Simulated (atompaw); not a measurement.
# Sm: generating and testing a PAW (atompaw) potential

Task: generate the file, and judge it by its logarithmic derivatives, its ghosts and its cutoff.

Method: atompaw 4.2.0.5, PBEsol, scalar-relativistic.

## 1. Settings

The settings as typed:

```json
{"element": "samarium (Sm, Z = 62)", "type": "PAW", "frozen core": "[Kr] 4d10", "valence charge": "16", "reference configuration": "4f6 5s2 5p6 5d0.5 6s1.5 6p0", "partial waves": "5s (bound): rc 2.55 bohr; 6s (bound): rc 2.35 bohr; 5p (bound): rc 2.40 bohr; 6p (bound, empty): rc 2.60 bohr; 5d (bound): rc 2.60 bohr; 5d channel at 2.15 Ry: rc 2.60 bohr; 4f (bound): rc 1.25 bohr; 4f channel at 3.2 Ry: rc 1.25 bohr", "local potential": "troulliermartins scheme with l = 4 at -0.5 Ry, radius 2.35 bohr", "core correction": "smooth core density matched at 1.35 bohr", "augmentation charge": "besselshape compensation charge, radius 1.95 bohr; PAW radius 2.60 bohr; waves and projectors: custom polynom2 7 10 vanderbiltortho"}
```

An earlier all-electron run gives the scale for the radii.

All-electron outer shells of the reference configuration (PBEsol, scalar-relativistic, ld1.x):

| shell | level (eV) | outermost node (bohr) | outermost maximum (bohr) |
| --- | --- | --- | --- |
| 4p | -246.62 | 0.30 | 0.56 |
| 4d | -128.12 | 0.28 | 0.59 |
| 5s | -42.67 | 0.69 | 1.27 |
| 5p | -22.66 | 0.74 | 1.43 |
| 6s | -3.39 | 1.70 | 3.71 |
| 4f | -1.93 | – | 0.61 |
| 5d | -1.37 | 0.84 | 2.22 |
| 6p | -1.10 | 2.07 | 5.07 |

## 2. Generation

Contents of Sm.input:

```
Sm 62
GGA-PBESOL scalarrelativistic loggrid 2001 logderivrange -5 5 251
6 6 5 4 0 0
6 0 1.5
6 1 0
5 2 0.5
4 3 6
0 0 0
c
c
c
c
v
v
c
c
c
v
v
c
c
v
v
3
2.60 1.95 2.35 1.35
n
n
y
2.15
n
y
3.2
n
custom polynom2 7 10 vanderbiltortho besselshape
4 -0.5 troulliermartins
2.55
2.35
2.40
2.60
2.60
2.60
1.25
1.25
PWSCFOUT
UPFDX 0.0125d0 UPFXMIN -7.d0 UPFZMESH 62.d0
END
```

Started as:

```bash
$ atompaw < Sm.input > Sm.log
```

Before running it: what results should come out? Wanted: cutoffs; bound ghosts; largest phase difference near zero energy, channels read; lowest eigenvalue of the overlap; share of valence orbitals outside the PAW sphere; UPF file.

As calculated:

```
                                                quantity                                              value
                                                 cutoffs                                     not determined
                                            bound ghosts                                     not determined
largest phase difference near zero energy, channels read                                          0.062 rad
         lowest eigenvalue of the overlap (Bessel basis)                                          0.540 (p)
        share of valence orbitals outside the PAW sphere  5s 2 %, 6s 91 %, 5p 7 %, 6p 97 %, 5d 63 %, 4f 3 %
                                                UPF file                                            written
```

Even at 400 Ry an occupied level stays 30 mRy from its reference, so no cutoffs are read. The basis also finds an s level at -4.82 Ry, below the valence levels, which may be a ghost. Ghosts could not be judged. Near zero energy the largest phase difference among the channels read is 0.06 rad, in the p channel. In the s channel the atom's pole at -2.96 Ry sits lower, at -4.82 Ry, in the pseudo curve. All of this concerns the isolated atom, not yet a solid.
